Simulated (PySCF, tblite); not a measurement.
**C₅H₉BN₂: geometry, infrared bands and NMR shifts**

Aim: predict the infrared bands and NMR shifts of C₅H₉BN₂ (`C=C1C=CB(N)NC1`).

Computed with tblite 0.8.0 and PySCF 2.14.0, with density-fitted response routines of our own, on a single molecule in the gas phase. Atoms count from 0, in the outputs and in this text.

## (1) Starting geometry

17 atoms, charge 0, multiplicity 1; geometry from: force field or distance geometry start.

Bonds of the start (Å): C0–C1 1.30, C1–C2 1.47, C2–C3 1.32, C3–B4 1.57, B4–N5 1.49, B4–N6 1.52, N6–C7 1.47, C7–C1 1.49, C0–H8 1.09, C0–H9 1.09, C2–H10 1.10, C3–H11 1.07, N5–H12 1.01, N5–H13 1.03, N6–H14 1.06, C7–H15 1.10, C7–H16 1.11.

## (2) Optimising the geometry with GFN2-xTB

Job settings and geometry (Å):

```
{"job": {"kind": "relax", "xc": "GFN2-xTB", "basis": "xTB"}, "charge": 0, "multiplicity": 1}
C     -2.571400     0.200800     0.122300
C     -1.296000     0.195100     0.382300
C     -0.484800     1.393800     0.148800
C      0.814100     1.261500    -0.013700
B      1.407300    -0.186000     0.098500
N      2.825100    -0.517800     0.399300
N      0.413500    -1.332500    -0.042300
C     -0.637400    -1.016400     0.941100
H     -3.219400    -0.665900     0.286500
H     -3.034600     1.101700    -0.270500
H     -0.959100     2.383600     0.084600
H      1.485100     2.072600    -0.188200
H      3.353400    -1.039400    -0.290300
H      3.347000     0.123900     1.006600
H     -0.014400    -1.339800    -1.007300
H     -1.319300    -1.865500     1.099000
H     -0.116100    -0.757500     1.882800
```

Started as:

```console
$ OMP_NUM_THREADS=1 python probes_run.py task.json out
```

The driver reads the jobs from task.json and runs them one after another.

**Question.** This job is followed by: GFN2-xTB harmonic vibrations, gas phase; GIAO PBE0/pcSseg-1 NMR shielding, non-relativistic, gas phase. Predict these results of the whole session: strongest single infrared mode (GFN2-xTB); zero-point energy (GFN2-xTB); ¹³C shifts against TMS (PBE0/pcSseg-1); ¹H shifts against TMS (PBE0/pcSseg-1, means over atoms taken as alike); ¹¹B shifts against BF3·OEt2 (PBE0/pcSseg-1); ¹⁵N shifts against NH3 (PBE0/pcSseg-1).

As calculated:

| quantity | value |
| --- | --- |
| strongest single infrared mode (GFN2-xTB) | 1541 cm⁻¹, 154 km/mol |
| zero-point energy (GFN2-xTB) | 86.4 kcal/mol |
| ¹³C shifts against TMS (PBE0/pcSseg-1) | 152.9, 151.1, 136.1, 117.9, 49.3 ppm |
| ¹H shifts against TMS (PBE0/pcSseg-1, means over atoms taken as alike) | 6.97, 5.93, 5.22, 5.15, 4.50, 2.06, 1.94 ppm |
| ¹¹B shifts against BF3·OEt2 (PBE0/pcSseg-1) | 20.2 ppm |
| ¹⁵N shifts against NH3 (PBE0/pcSseg-1) | 72.4, 60.7 ppm |

In words: The optimisation took 107 steps and gained 1.632 eV; among the close pairs (by a distance rule), B4–N6 changed most, from 1.524 to 1.402 Å. No mode is imaginary among the 45: a minimum at this level. The strongest single mode, at 1541 cm⁻¹, moves mainly H12 and H13. Unscaled tight-binding wavenumbers are off by several per cent, some by more. Its intensities can rank the bands wrongly.
